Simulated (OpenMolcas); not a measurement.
**A workflow on CH7BGe (SMILES C[BH][GeH3])**

Aim: a single-point energy (HF/ANO-RCC-MB), then the energy (CASSCF(2,2)/ANO-RCC-VDZP), then the energy along one coordinate (CASPT2(2,2)/ANO-RCC-VDZP), then an energy scan (SC-NEVPT2(2,2)/ANO-RCC-VDZP), then the energy along one coordinate (MC-PDFT[tPBE](2,2)/ANO-RCC-VDZP) of CH7BGe. 

Program for the calculation: OpenMolcas 26.06.

## Step 1: The molecule

CH7BGe has 10 atoms, charge 0, and is taken as a singlet. SMILES: `C[BH][GeH3]`. The shape is that of a PBE0-D4/def2-TZVP optimisation.

Bond lengths: C1–B2 1.548 Å, B2–Ge3 2.066 Å, C1–H4 1.093 Å, C1–H5 1.106 Å, C1–H6 1.091 Å, B2–H7 1.200 Å, Ge3–H8 1.544 Å, Ge3–H9 1.542 Å, Ge3–H10 1.542 Å. Some angles: C1–B2–Ge3 123.5°, C1–B2–H7 119.3°, Ge3–B2–H7 117.1°, B2–C1–H4 114.7°, B2–C1–H5 102.9°, B2–C1–H6 116.2°, B2–Ge3–H8 109.4°, B2–Ge3–H9 113.8°, B2–Ge3–H10 112.1°, H4–C1–H5 105.3°.

## Step 2: The energy at HF/ANO-RCC-MB (DKH2) (run 1)

coord.xyz

```xyz
10

C     -1.211300     0.848000    -0.579700
B     -0.013900    -0.123000    -0.719700
Ge     1.111300    -0.784600     0.881600
H     -1.972600     0.748500    -1.357000
H     -0.747300     1.837300    -0.749600
H     -1.677100     0.898700     0.405800
H      0.326000    -0.481700    -1.813000
H      0.918400    -2.307400     1.048300
H      0.729200    -0.128900     2.224000
H      2.620500    -0.558300     0.662100
```

step1.input

```
>>> EXPORT MOLCAS_PRINT=2

&GATEWAY
  Coord=coord.xyz
  Basis=ANO-RCC-MB
  Group=NoSym

&SEWARD

&SCF
  PrOrbitals=0

&LOCALISATION
  Occupied
  Freeze
  Pipek-Mezey

&LOCALISATION
  FileOrb=$Project.LocOrb
  Virtual
  Pipek-Mezey
```

Started as:

```sh
$ export MOLCAS_MEM=1860
$ pymolcas step1.input > step1.log
```

Log:

```text
--- Start Module: gateway ---
[...]
--- Stop Module: gateway /rc=_RC_ALL_IS_WELL_ ---
[...]
      Basis functions           35
[...]
       Convergence after   9 Iterations
[...]
::    Total SCF energy                              -2163.5216502903
[...]
      Total spin, S                                     0.0000000000
[...]
      Total electronic charge=   50.000000
      Total            charge=   -0.000000
[...]
      Dipole Moment (debye):
      Origin of the operator (angstrom)=    0.6507   -0.4728    0.4877
                   X= -6.6397E-01               Y=  7.1206E-01               Z= -4.2461E-01           Total=  1.0622E+00
      Quadrupole Moment (debye*angstrom):
[...]
--- Start Module: localisation ---
[...]
--- Stop Module: localisation /rc=_RC_ALL_IS_WELL_ ---
--- Start Module: localisation ---
[...]
--- Stop Module: localisation /rc=_RC_ALL_IS_WELL_ ---
[...]
```

It took 9.9 s on 1 thread of Intel Xeon Platinum 8259CL at 2.50GHz (Skylake/Cascade Lake), shared host; peak memory 0.41 GiB.

## Step 3: The energy at CASSCF(2,2)/ANO-RCC-VDZP (DKH2, RICD fitting) (run 2)

coord.xyz is that of step 2.

step2.input

```
>>> EXPORT MOLCAS_PRINT=2
&gateway
coord = coord.xyz
basis = ANO-RCC-MB
group = NoSym
&seward
&rasscf
fileorb = $CurrDir/step1.LocOrb
alter = 1
1 26 27
spin = 1
nactel = 2 0 0
inactive = 24
ras2 = 2
orblisting = Nothing
>>> COPY $Project.RunFile RUNFIL1
>>> COPY $Project.RasOrb INPORB
&gateway
coord = coord.xyz
basis = ANO-RCC-VDZP
group = NoSym
ricd
&seward
>>> COPY $Project.RunFile RUNFIL2
&expbas
&rasscf
fileorb = $Project.ExpOrb
spin = 1
nactel = 2 0 0
inactive = 24
ras2 = 2
orblisting = Nothing
```

Started as:

```sh
$ export MOLCAS_MEM=1860
$ pymolcas step2.input > step2.log
```

Log:

```text
--- Start Module: gateway ---
[...]
      Basis functions           35
[...]
      Number of active orbitals                  2
[...]
      Spin quantum number                      0.0
[...]
      Active orbitals                            2
[...]
      Number of CSFs                             3
[...]
      Number of root(s) required                 1
[...]
      Convergence after  9 iterations
[...]
      printout of CI-coefficients larger than  0.05 for root  1
      energy=   -2163.530817
      conf/sym  11     Coeff  Weight
             1  20   0.99531 0.99065
             3  02  -0.09670 0.00935
      Natural orbitals and occupation numbers for root  1
      sym 1:   1.981300   0.018700
      ************************************************************************************************************************
      *                                                    Final results                                                     *
[...]
::    RASSCF root number  1 Total energy:  -2163.53081725
[...]
      Basis functions           90
[...]
      Convergence after 13 iterations
[...]
      Natural orbitals and occupation numbers for root  1
      sym 1:   1.981605   0.018395
      ************************************************************************************************************************
      *                                                    Final results                                                     *
[...]
::    RASSCF root number  1 Total energy:  -2163.67801766
[...]
      Total electronic charge=   50.000000
      Total            charge=   -0.000000
[...]
      Dipole Moment (debye):
      Origin of the operator (angstrom)=    0.6507   -0.4728    0.4877
                   X= -9.8307E-01               Y=  8.0382E-01               Z= -8.2684E-01           Total=  1.5153E+00
      Quadrupole Moment (debye*angstrom):
[...]
```

Wall time 25 s (1 thread of Intel Xeon Platinum 8259CL at 2.50GHz (Skylake/Cascade Lake), shared host); peak memory 0.41 GiB.

## Step 4: An energy scan at CASPT2(2,2)/ANO-RCC-VDZP (DKH2, RICD fitting, ipea shift 0.25 Eh, pt2 variant SS) (run 3)

step3.inp

```
>>> COPY $CurrDir/step2.RasOrb $Project.RasOrb
>>> ForEach K in (1, 2, 3, 4, 5, 6, 7, 8, 9)

&gateway
  coord = $CurrDir/point$K.xyz
  basis = ANO-RCC-VDZP
  group = NoSym
  ricd

&seward

&rasscf
  fileorb = $Project.RasOrb
  spin = 1
  nactel = 2 0 0
  inactive = 24
  ras2 = 2
  orblisting = Nothing

&caspt2
  imaginary = 0.2
  frozen = 11
>>> EndDo
```

Started as:

```sh
$ export MOLCAS_MEM=1860
$ pymolcas step3.inp > step3.log
```

Log:

```text
[...]
      Basis functions           90
[...]
      Number of active orbitals                  2
[...]
      Spin quantum number                      0.0
[...]
      Active orbitals                            2
[...]
      Number of CSFs                             3
[...]
      Number of root(s) required                 1
[...]
      Convergence after 13 iterations
[...]
      printout of CI-coefficients larger than  0.05 for root  1
      energy=   -2163.658974
      conf/sym  11     Coeff  Weight
             1  20   0.99702 0.99406
             3  02  -0.07709 0.00594
      Natural orbitals and occupation numbers for root  1
      sym 1:   1.988116   0.011884
      ************************************************************************************************************************
      *                                                    Final results                                                     *
[...]
::    RASSCF root number  1 Total energy:  -2163.65897446
[...]
::    CASPT2 Root  1     Total energy:  -2164.17767506
[...]
      Convergence after 12 iterations
[...]
      Natural orbitals and occupation numbers for root  1
      sym 1:   1.981604   0.018396
      ************************************************************************************************************************
      *                                                    Final results                                                     *
[...]
      Convergence after 10 iterations
[...]
      Convergence after 10 iterations
[...]
      Convergence after 11 iterations
[...]
::    RASSCF root number  1 Total energy:  -2163.56906206
[...]
::    CASPT2 Root  1     Total energy:  -2164.05791095
[...]
      Convergence after  8 iterations
[...]
::    RASSCF root number  1 Total energy:  -2163.56810693
[...]
      Reference weight:           0.87523
[...]
::    CASPT2 Root  1     Total energy:  -2164.05636233
[...]
```

Run time: 2.3 min. Hardware: 1 thread of Intel Xeon Platinum 8259CL at 2.50GHz (Skylake/Cascade Lake), shared host; peak memory 0.24 GiB.

The scan, from its lowest point:

| Ge3–B2 (Å) | energy (kJ/mol) |
| --- | --- |
| 1.859 | 31.9 |
| 2.066 | 0.0 |
| 2.272 | 22.4 |
| 2.582 | 92.4 |
| 2.996 | 190.4 |
| 3.512 | 277.8 |
| 4.132 | 328.0 |
| 4.958 | 346.3 |
| 6.198 | 350.4 |

## Step 5: The energy along one coordinate at SC-NEVPT2(2,2)/ANO-RCC-VDZP (DKH2, RICD fitting, pt2 variant SC-NEVPT2) (run 4)

step4.input

```
>>> EXPORT MOLCAS_PRINT=2
>>> COPY $CurrDir/step2.RasOrb $Project.RasOrb
>>> ForEach K in (1, 2, 3, 4, 5, 6, 7, 8, 9)

&gateway
  coord=$CurrDir/point$K.xyz
  basis=ANO-RCC-VDZP
  group=NoSym
  ricd

&seward

&rasscf
  fileorb=$Project.RasOrb
  spin=1
  nactel=2 0 0
  inactive=24
  ras2=2
  orblisting=Nothing

&caspt2
  sc-nevpt2
  frozen=11
>>> EndDo
```

Started as:

```sh
$ export MOLCAS_MEM=1860
$ pymolcas step4.input > step4.log
```

Log:

```text
--- Start Module: gateway ---
[...]
      Basis functions           90
[...]
      Number of active orbitals                  2
[...]
      Spin quantum number                      0.0
[...]
      Active orbitals                            2
[...]
      Number of CSFs                             3
[...]
      Number of root(s) required                 1
[...]
      Convergence after 13 iterations
[...]
      printout of CI-coefficients larger than  0.05 for root  1
      energy=   -2163.658974
      conf/sym  11     Coeff  Weight
             1  20   0.99702 0.99406
             3  02  -0.07709 0.00594
      Natural orbitals and occupation numbers for root  1
      sym 1:   1.988116   0.011884
      ************************************************************************************************************************
      *                                                    Final results                                                     *
[...]
::    RASSCF root number  1 Total energy:  -2163.65897446
[...]
::    SC-NEVPT2 Root  1     Total energy:  -2164.17478743
[...]
      Convergence after 12 iterations
[...]
      Natural orbitals and occupation numbers for root  1
      sym 1:   1.981604   0.018396
      ************************************************************************************************************************
      *                                                    Final results                                                     *
[...]
      Convergence after 10 iterations
[...]
      Convergence after 10 iterations
[...]
      Convergence after 11 iterations
[...]
::    RASSCF root number  1 Total energy:  -2163.56906206
[...]
::    SC-NEVPT2 Root  1     Total energy:  -2164.05604154
[...]
      Convergence after  8 iterations
[...]
::    RASSCF root number  1 Total energy:  -2163.56810693
[...]
::    SC-NEVPT2 Root  1     Total energy:  -2164.05464310
[...]
```

Run time: 2.3 min. Hardware: 1 thread of Intel Xeon Platinum 8259CL at 2.50GHz (Skylake/Cascade Lake), shared host; peak memory 0.24 GiB.

The scan, from its lowest point:

| Ge3–B2 (Å) | energy (kJ/mol) |
| --- | --- |
| 1.859 | 33.6 |
| 2.066 | 0.0 |
| 2.272 | 21.0 |
| 2.582 | 89.9 |
| 2.996 | 188.2 |
| 3.512 | 276.9 |
| 4.132 | 327.5 |
| 4.958 | 345.4 |
| 6.198 | 349.1 |

## Step 6: An energy scan at MC-PDFT[tPBE](2,2)/ANO-RCC-VDZP (DKH2, RICD fitting) (run 5)

step5.input

```
>>> COPY $CurrDir/step2.RasOrb $Project.RasOrb
>>> ForEach K in (1, 2, 3, 4, 5, 6, 7, 8, 9)

&GATEWAY
 Coord = $CurrDir/point$K.xyz
 Basis = ANO-RCC-VDZP
 Group = NoSym
 RICD

&SEWARD

&RASSCF
 FileOrb = $Project.RasOrb
 Spin = 1
 Nactel = 2 0 0
 Inactive = 24
 Ras2 = 2
 OrbListing = Nothing

&MCPDFT
 KSDFT = T:PBE
>>> EndDo
```

Started as:

```sh
$ export MOLCAS_MEM=1860
$ pymolcas step5.input > step5.log
```

Log:

```text
--- Start Module: gateway ---
[...]
      Basis functions           90
[...]
      Number of active orbitals                  2
[...]
      Spin quantum number                      0.0
[...]
      Active orbitals                            2
[...]
      Number of CSFs                             3
[...]
      Number of root(s) required                 1
[...]
      Convergence after 13 iterations
[...]
      printout of CI-coefficients larger than  0.05 for root  1
      energy=   -2163.658974
      conf/sym  11     Coeff  Weight
             1  20   0.99702 0.99406
             3  02  -0.07709 0.00594
      Natural orbitals and occupation numbers for root  1
      sym 1:   1.988116   0.011884
      ************************************************************************************************************************
      *                                                    Final results                                                     *
[...]
::    RASSCF root number  1 Total energy:  -2163.65897446
[...]
::    MCPDFT root number  1 Total energy:  -2165.46667367
[...]
      Convergence after 12 iterations
[...]
      Natural orbitals and occupation numbers for root  1
      sym 1:   1.981604   0.018396
      ************************************************************************************************************************
      *                                                    Final results                                                     *
[...]
      Convergence after 10 iterations
[...]
      Convergence after 10 iterations
[...]
      Convergence after 11 iterations
[...]
::    RASSCF root number  1 Total energy:  -2163.56906206
[...]
::    MCPDFT root number  1 Total energy:  -2165.34555175
[...]
      Convergence after  8 iterations
[...]
::    RASSCF root number  1 Total energy:  -2163.56810693
[...]
::    MCPDFT root number  1 Total energy:  -2165.34458169
[...]
```

Wall time 2.6 min (1 thread of Intel Xeon Platinum 8259CL at 2.50GHz (Skylake/Cascade Lake), shared host); peak memory 0.24 GiB.

The scan, from its lowest point:

| Ge3–B2 (Å) | energy (kJ/mol) |
| --- | --- |
| 1.859 | 33.7 |
| 2.066 | 0.0 |
| 2.272 | 18.4 |
| 2.582 | 82.9 |
| 2.996 | 179.2 |
| 3.512 | 273.0 |
| 4.132 | 331.6 |
| 4.958 | 351.7 |
| 6.198 | 354.2 |

## Step 7: What came out

```
                                                         quantity           value
                               run 1, HF/ANO-RCC-MB: total energy  -2163.52165 Eh
                              run 1, HF/ANO-RCC-MB: dipole moment          1.06 D
                                run 1, HF/ANO-RCC-MB: HOMO energy       -11.73 eV
                                run 1, HF/ANO-RCC-MB: LUMO energy         1.88 eV
                              run 1, HF/ANO-RCC-MB: HOMO–LUMO gap        13.61 eV
                    run 2, CASSCF(2,2)/ANO-RCC-VDZP: total energy  -2163.67802 Eh
  run 2, CASSCF(2,2)/ANO-RCC-VDZP: dipole moment (CASSCF density)          1.52 D
       run 3, CASPT2(2,2)/ANO-RCC-VDZP: lowest energy of the scan  -2164.18981 Eh
    run 4, SC-NEVPT2(2,2)/ANO-RCC-VDZP: lowest energy of the scan  -2164.18760 Eh
run 5, MC-PDFT[tPBE](2,2)/ANO-RCC-VDZP: lowest energy of the scan  -2165.47949 Eh
```
